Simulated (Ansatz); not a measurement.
GdO:

```
Gd O
1.0
     0.00000    2.70000    2.70000
     2.70000    0.00000    2.70000
     2.70000    2.70000    0.00000
Gd O
1 1
Direct
  0.00000 0.00000 0.00000
  0.25000 0.25000 0.25000
```

The cell comes from a database or a generator and needn't be the stable form of this composition.

| Quantity | Value |
| --- | --- |
| Program | Ansatz 0.2.0 |
| Task | relaxation of cell and atoms |
| Functional | HSEsol |
| Potentials or basis | Ansatz PAW |
| Cutoff | 420 eV (not typed: the program's choice for these potentials) |
| k mesh | 5 × 5 × 5 |
| Occupations | fermi-dirac, width 0.05 eV |
| Spin | collinear spin, ferromagnetic start |
| Starting moments | [7.0, 0.0] μB |

At the start: volume 19.68 Å³/atom.

How do energy, volume and symmetry change on relaxing?

It ends after 7 steps and the volume is 18.79 Å³/atom (-4.5 %); space group F-43m (No. 216, to 0.05 Å); moment 7.98 μB per cell.

The path:
| step | energy change (eV) | largest force (eV/Å) | volume (Å³) |
| --- | --- | --- | --- |
| 1 | 0.0000 | 0.0000 | 39.37 |
| 2 | -0.0162 | 0.0000 | 36.37 |
| 3 | -0.0300 | 0.0000 | 37.71 |
| 4 | -0.0302 | 0.0000 | 37.63 |
| 5 | -0.0281 | 0.0000 | 37.63 |
| 6 | -0.0282 | 0.0000 | 37.59 |
| 7 | -0.0282 | 0.0000 | 37.59 |

Final structure:
```yaml
crystal:
  lattice:
    - [0.00000, 2.65869, 2.65869]
    - [2.65869, 0.00000, 2.65869]
    - [2.65869, 2.65869, 0.00000]
  atoms:
    - { symbol: Gd, position: [0.00000, 0.00000, 0.00000] }
    - { symbol: O, position: [0.25000, 0.25000, 0.25000] }
```

Caveat: the k mesh is coarse (spacing up to 0.40 Å⁻¹), so the values aren't converged, least of all with exact exchange; the magnetic or orbital state may not be the lowest; the plane-wave basis is chosen anew once the cell has moved, so the energies of steps on either side of that aren't comparable; a cell with one magnetic atom can't hold antiferromagnetic order, which such compounds often take; the PAW data sets come from PBE, with cores solved anew for the run's functional, which leaves a small shift of forces and pressure.
